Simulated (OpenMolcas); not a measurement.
**Ru²⁺ among point charges: CASSCF and CASPT2 levels and susceptibility**

Aim: the splitting of the states of Ru²⁺ in the field of 6 point charges, its lowest levels with spin-orbit coupling and its magnetic susceptibility.

Program: OpenMolcas 26.06. Level of theory: state-averaged CASSCF and CASPT2, spin-orbit coupling by RASSI with atomic mean-field integrals. These are calculated values, not measurements, unless marked.

## (1) The system

| Item | Value |
| --- | --- |
| Species | Ru²⁺ (ruthenium, Z = 44, 42 electrons) |
| Basis | ANO-RCC-VDZP [6s5p3d1f], 43 functions |
| Scalar Hamiltonian | DKH2, point nucleus |
| Inactive shells | 1s 2s 2p 3s 3p 3d 4s 4p |
| Active space | 6 electrons in 5 orbitals (4d) |
| Some configurations of this space | 4d⁶ |
| Orbitals | optimised for each spin and parity, averaged over all roots |

Outer shells as boxes (Hund's rule):

4d6
```
4d [↑↓][↑ ][↑ ][↑ ][↑ ]
```

The ion sits among 6 point charges of -1.7 e arranged as an octahedron (Oh), 2.28 Å from the ion.

The work runs as a chain of OpenMolcas steps in one folder; each step below is one input file. Labels, J, g values, rates, χT and fits are worked out afterwards by a script from the matrices that RASSI stores. The input lists half of the charges; inversion (Group=XYZ) makes the rest.

## (2) Basis and integrals

a.inp reads:

```
&GATEWAY
Coord
1

Ru 0.0 0.0 0.0
Basis=ANO-RCC-VDZP
Group=XYZ
NoMove
AngMom=0.0 0.0 0.0
AMFI
XField
3 Angstrom 0
2.280000 0.000000 0.000000 -1.700000
0.000000 2.280000 0.000000 -1.700000
0.000000 0.000000 2.280000 -1.700000
&SEWARD
```

The run is started by

```
$ OMP_NUM_THREADS=1 MOLCAS_MEM=1689 MOLCAS_PROJECT=a pymolcas a.inp > a.log
```

## (3) CASSCF: quintets of even parity, 5 roots

a.inp reads:

```
&RASSCF
FileOrb=start.orb
Symmetry=1
Spin=5
nActEl=6 0 0
Inactive=9 9
Ras2=5 0
CIRoot=5 5 1
SDav=5
CIMx=300
Iter=120 100
PrWF=0.3
OrbListing=Nothing
MaxOrb=0
>>> COPY $Project.JobIph JOB001
```

start.orb holds the contracted functions of the basis, ordered by shell, or the orbitals of the step before.

## (4) Reference wave functions, triplets of even parity, 45 roots

a.inp reads:

```
&RASSCF
FileOrb=start.orb
Symmetry=1
Spin=3
nActEl=6 0 0
Inactive=9 9
Ras2=5 0
CIRoot=45 45 1
SDav=45
CIMx=300
Iter=120 100
PrWF=0.3
OrbListing=Nothing
MaxOrb=0
>>> COPY $Project.JobIph JOB002
```

## (5) Reference wave functions, singlets of even parity, 50 roots

a.inp reads:

```
&RASSCF
FileOrb=start.orb
Symmetry=1
Spin=1
nActEl=6 0 0
Inactive=9 9
Ras2=5 0
CIRoot=50 50 1
SDav=50
CIMx=300
Iter=120 100
PrWF=0.3
OrbListing=Nothing
MaxOrb=0
>>> COPY $Project.JobIph JOB003
```

## (6) RASSI: spin-orbit coupling between the states

a.inp reads:

```
&RASSI
NrOfJobIphs=3 5 45 50
1 2 3 4 5
1 2 3 4 5 6 7 8 9 10 11 12 13 14 15 16 17 18 19 20 21 22 23 24 25 26 27
28 29 30 31 32 33 34 35 36 37 38 39 40 41 42 43 44 45
1 2 3 4 5 6 7 8 9 10 11 12 13 14 15 16 17 18 19 20 21 22 23 24 25 26 27
28 29 30 31 32 33 34 35 36 37 38 39 40 41 42 43 44 45 46 47 48 49 50
IphNames
JOB001
JOB002
JOB003
EJob
SpinOrbit
DIPRint=1.0
SOCoupling=1000.0
Subsets=2
Property=9
'ANGMOM' 1 'ANGMOM' 2 'ANGMOM' 3 'MLTPL  1' 1 'MLTPL  1' 2 'MLTPL  1' 3
'AMFI' 1 'AMFI' 2 'AMFI' 3
SOProperty=3
'ANGMOM' 1 'ANGMOM' 2 'ANGMOM' 3
```

## (7) CASPT2: IPEA 0.25, imaginary shift 0.1 (closed shells correlated: 4s 4p)

a.inp reads:

```
>>> COPY JOB001 $Project.JobIph
&CASPT2
Multistate=5 1 2 3 4 5
NoMult
Frozen=8 6
IPEA=0.25
Imaginary=0.1
MaxIter=60
WThr=0.0 0.3 0.05
PrWF=0.5
NoMix
>>> COPY JOB002 $Project.JobIph
&CASPT2
Multistate=45 1 2 3 4 5 6 7 8 9 10 11 12 13 14 15 16 17 18 19 20 21 22
23 24 25 26 27 28 29 30 31 32 33 34 35 36 37 38 39 40 41 42 43 44 45
NoMult
Frozen=8 6
IPEA=0.25
Imaginary=0.1
MaxIter=60
WThr=0.0 0.3 0.05
PrWF=0.5
NoMix
>>> COPY JOB003 $Project.JobIph
&CASPT2
Multistate=50 1 2 3 4 5 6 7 8 9 10 11 12 13 14 15 16 17 18 19 20 21 22
23 24 25 26 27 28 29 30 31 32 33 34 35 36 37 38 39 40 41 42 43 44 45 46
47 48 49 50
NoMult
Frozen=8 6
IPEA=0.25
Imaginary=0.1
MaxIter=60
WThr=0.0 0.3 0.05
PrWF=0.5
NoMix
```

(Steps that only read results are left out.)

Before running it: what results should come out? Wanted: spin-free ground state; first state of the same spin within the active space; lowest level; next level.

As calculated:

```
                                            quantity                                                                        value
                                              method  SS-CASPT2, IPEA 0.25, imaginary shift 0.1 (closed shells correlated: 4s 4p)
                              spin-free ground state                                              5T2, 3-fold in its orbital part
first state of the same spin within the active space                                                              5E at 7890 cm⁻¹
                                        lowest level                                                                    3-fold T2
                                          next level                                                                   388.3 cm⁻¹
                                         χT at 300 K                                                               4.36 cm³ K/mol
                           effective moment at 300 K                                                                      5.90 μB
```

Cost by method:

| method | time of its own steps | time with the reference |
| --- | --- | --- |
| A. CASSCF | 39 s | 39 s |
| B. SS-CASPT2, IPEA 0.25, imaginary shift 0.1, +4s 4p | 8.5 s | 48 s |

Times are of one thread on a shared host.

**Reading.** The spin-free ground state (5T2) comes to 100 % from free-ion D terms and keeps the highest spin of the shell. χT at 300 K is 4.36, against 3.01 cm³ K/mol for the spin alone, so orbital moment adds to it. An active space of the d shell alone favours high spin; real ions in strong fields can be low spin. CASPT2 does not keep the components of a term degenerate, and the means are used. The field of point charges can differ much from that of real complexes. With metal d orbitals alone active, the gaps between spin states are rough; where two lie within a few thousand cm-1, their order is open. Point charges carry no covalency, so the field is a model and not that of real ligands.
